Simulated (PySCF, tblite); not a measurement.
**C4H12BNO: geometry, infrared bands and NMR shifts**

Aim: predict the infrared bands and NMR shifts of C4H12BNO (`CC1(C)[NH2+][BH2-]CO1`).

Programs: tblite 0.8.0 and PySCF 2.14.0, with density-fitted response routines of our own. Each step states its level of theory. These are calculated values for one molecule in the gas phase, unless marked as measured. Atoms count from 0, in the outputs and in this text.

**1. The starting structure**

19 atoms, charge 0, multiplicity 1; geometry from: force field or distance geometry start.

Bonds of the start (Å): C0–C1 1.51, C1–C2 1.53, C1–N3 1.45, N3–B4 1.52, B4–C5 1.60, C5–O6 1.37, O6–C1 1.37, C0–H7 1.10, C0–H8 1.12, C0–H9 1.11, C2–H10 1.11, C2–H11 1.11, C2–H12 1.14, N3–H13 1.04, N3–H14 1.04, B4–H15 1.19, B4–H16 1.19, C5–H17 1.10, C5–H18 1.12.

**2. Optimising the geometry with GFN2-xTB**

Job settings and geometry (Å):

```
{"job": {"kind": "relax", "xc": "GFN2-xTB", "basis": "xTB"}, "charge": 0, "multiplicity": 1}
C     -1.255900     1.266800    -0.263300
C     -0.470000     0.069600     0.216300
C     -1.513700    -0.961700     0.633300
N      0.283900    -0.366700    -0.937900
B      1.692200    -0.586200    -0.397900
C      1.673300     0.475700     0.794000
O      0.390300     0.343900     1.249500
H     -0.515500     2.015800    -0.579800
H     -1.769000     0.880300    -1.181700
H     -1.979500     1.638400     0.498600
H     -1.263800    -1.447700     1.597200
H     -1.653700    -1.701100    -0.189400
H     -2.536400    -0.479500     0.741700
H     -0.153600    -1.232700    -1.317300
H      0.311200     0.397100    -1.645600
H      1.874900    -1.697300    -0.011500
H      2.515800    -0.255600    -1.183600
H      1.908900     1.483200     0.427200
H      2.450700     0.166900     1.542400
```

Run with:

```sh
$ OMP_NUM_THREADS=1 python probes_run.py task.json out
```

The driver reads the jobs from task.json and runs them one after another.

**Question.** This job is followed by: GFN2-xTB harmonic vibrations, gas phase; GIAO PBE0/pcSseg-1 NMR shielding, non-relativistic, gas phase. Predict these results of the whole session: strongest single infrared mode (GFN2-xTB); zero-point energy (GFN2-xTB); ¹³C shifts against TMS (PBE0/pcSseg-1, means over atoms taken as alike); ¹H shifts against TMS (PBE0/pcSseg-1, means over atoms taken as alike); ¹⁵N shifts against NH3 (PBE0/pcSseg-1); ¹¹B shifts against BF3·OEt2 (PBE0/pcSseg-1); ¹⁷O shifts against H2O (PBE0/pcSseg-1).

The runs gave:

```
                                                               quantity                       value
                              strongest single infrared mode (GFN2-xTB)       2458 cm⁻¹, 243 km/mol
                                           zero-point energy (GFN2-xTB)              102.9 kcal/mol
¹³C shifts against TMS (PBE0/pcSseg-1, means over atoms taken as alike)        93.1, 67.0, 27.8 ppm
 ¹H shifts against TMS (PBE0/pcSseg-1, means over atoms taken as alike)  4.00, 3.04, 2.32, 1.44 ppm
                                 ¹⁵N shifts against NH3 (PBE0/pcSseg-1)                    88.9 ppm
                            ¹¹B shifts against BF3·OEt2 (PBE0/pcSseg-1)                   -21.5 ppm
                                 ¹⁷O shifts against H2O (PBE0/pcSseg-1)                    87.8 ppm
```

The optimisation took 156 steps and gained 1.009 eV; among the close pairs (by a distance rule), N3–B4 changed most, from 1.524 to 1.647 Å. All 51 modes are real, so the xTB geometry is a minimum. The strongest single mode, at 2458 cm⁻¹, moves mainly H16. Unscaled tight-binding wavenumbers are off by several per cent, some by more. Its intensities can rank the bands wrongly. H17, H18 (mean) (hydrogen on an sp3 CH2 bonded to B and O) lies farthest downfield among hydrogen, at 4.00 ppm; its carbon carries O, hence the downfield position. At PBE0/pcSseg-1: The widest tensor belongs to O6: span 136 ppm, with a paramagnetic part of -151 ppm.
